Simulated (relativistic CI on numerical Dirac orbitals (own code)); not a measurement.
# Fe⁶⁺: M2,3 absorption multiplets

Wanted: the shape of the M2,3 absorption spectrum of Fe⁶⁺ in 4 surroundings, from the same atomic integrals.

Program: relativistic CI on numerical Dirac orbitals (own code) version 1. Level of theory: Dirac-Coulomb-Breit CI, KLI orbitals optimised for each configuration, model QED (radiative potential, 1s self-energy scaled to tabulated hydrogen-like ionisation energies), valence Slater integrals scaled by 0.8, multiplet model of core-to-valence dipole absorption in a parametric crystal field. These are calculated values, not measurements, unless marked.

## Step 1: The system

* ion: Fe⁶⁺ (Fe VII)
* nuclear charge: 26
* electrons: 20
* configurations: [Ar] 3d2 → [Ne] 3s2 3p5 3d3
* magnetising field for the dichroism, Lz and Sz: exchange field 10 meV on Sz; these come from the lowest magnetised state alone (0 K)
* temperature of the isotropic spectrum: 80 K
* widths: Lorentz 0.8 eV, Gauss 0.3 eV
* surrounding 1: D3d, 10Dq = 29700, Dsigma = 170, Dtau = 160 cm⁻¹
* surrounding 2: D3d, 10Dq = 29700, Dsigma = 510, Dtau = 160 cm⁻¹
* surrounding 3: D3d, 10Dq = 29700, Dsigma = 860, Dtau = 160 cm⁻¹
* surrounding 4: D3d, 10Dq = 29700, Dsigma = 1200, Dtau = 160 cm⁻¹

## Step 2: Surrounding 1: D3d, 10Dq = 29700, Dsigma = 170, Dtau = 160

Input settings:

```ini
atom Fe  Z=26  charge=6  electrons=20
nucleus A=56  rms_radius_fm=3.7377
hamiltonian dirac-coulomb  breit=on  qed=on  c_scale=1
orbitals kli  potential=per-configuration
slater_scale 0.8
correlation none
mixing on
configurations
  [Ar] 3d2
  [Ne] 3s2 3p5 3d3
end
absorption M2,3 T=80 lorentz=0.8 gauss=0.3
crystal_field D3d 10Dq=29700 Dsigma=170 Dtau=160
```

## Step 3: Surrounding 2: D3d, 10Dq = 29700, Dsigma = 510, Dtau = 160

The settings differ from step 2 so:

```diff
@@ -12,2 +12,2 @@
 absorption M2,3 T=80 lorentz=0.8 gauss=0.3
-crystal_field D3d 10Dq=29700 Dsigma=170 Dtau=160
+crystal_field D3d 10Dq=29700 Dsigma=510 Dtau=160
```

## Step 4: Surrounding 3: D3d, 10Dq = 29700, Dsigma = 860, Dtau = 160

The settings differ from step 3 so:

```diff
@@ -12,2 +12,2 @@
 absorption M2,3 T=80 lorentz=0.8 gauss=0.3
-crystal_field D3d 10Dq=29700 Dsigma=510 Dtau=160
+crystal_field D3d 10Dq=29700 Dsigma=860 Dtau=160
```

## Step 5: Surrounding 4: D3d, 10Dq = 29700, Dsigma = 1200, Dtau = 160

The settings differ from step 4 so:

```diff
@@ -12,2 +12,2 @@
 absorption M2,3 T=80 lorentz=0.8 gauss=0.3
-crystal_field D3d 10Dq=29700 Dsigma=860 Dtau=160
+crystal_field D3d 10Dq=29700 Dsigma=1200 Dtau=160
```

(Steps that only read results are left out.)

Q: Predict the outcome of this session. Wanted: highest peak, first run; ground spin; core spin-orbit splitting.

As calculated:

| surrounding | ground S | Lz (0 K) | Sz (0 K) | centroid (eV) | share of the lower edge | up to four highest peaks (% of the highest), eV |
| --- | --- | --- | --- | --- | --- | --- |
| 1: D3d | 1.00 | 1.35 | -1.00 | 69.54 | - | 64.4 (16), 66.3 (53), 72.7 (100), 77.6 (18) |
| 2: D3d | 1.00 | 1.32 | -1.00 | 69.54 | - | 64.4 (16), 66.3 (53), 72.7 (100), 77.7 (18) |
| 3: D3d | 1.00 | 1.29 | -1.00 | 69.55 | - | 64.4 (17), 66.3 (54), 72.8 (100), 77.7 (18) |
| 4: D3d | 1.00 | 1.25 | -1.00 | 69.55 | - | 64.4 (18), 66.3 (54), 72.8 (100), 77.7 (18) |

```
                                 quantity    value
                  highest peak, first run  72.7 eV
      ground spin (effective S from ⟨S²⟩)     1.00
core spin-orbit splitting (without Breit)  1.77 eV
```

**Reading.** The highest peak stays in place, within the step of the energy grid, in all surroundings. Edge positions are free-ion values and differ from those in solids by a few eV or more.
